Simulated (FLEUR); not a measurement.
Crystal: GdO.

```
Gd O
1.0
     0.00000    2.70000    2.70000
     2.70000    0.00000    2.70000
     2.70000    2.70000    0.00000
Gd O
1 1
Direct
  0.00000 0.00000 0.00000
  0.75000 0.75000 0.75000
```

Base run:

| Property | Result |
| --- | --- |
| Program | FLEUR MaX-R8.1 (later development tree) |
| Functional | PBE |
| Potentials or basis | all-electron |
| Basis | FLAPW |
| Kmax | 4.47 1/bohr |
| k mesh | 9 × 9 × 9 |
| Occupations | fermi-dirac, width 0.05 eV |
| Spin | collinear spin, ferromagnetic start |
| Starting moments | [7.0, 0.0] μB |

Its results: net moment 7.54 μB per cell; site moments Gd +7.01; O -0.01 μB.

The run is repeated on the same cell with these changes: functional from PBE to r2SCAN. What comes out?

Net moment 7.94 μB per cell; site moments Gd +7.22; O +0.03 μB.

Caveats: a cell with one magnetic atom can't hold antiferromagnetic order, which such compounds often take; the meta-GGA is that of a development version, with a GGA for the radial functions and cores and without core tails (some runs).

Not every run made on this cell is shown here.
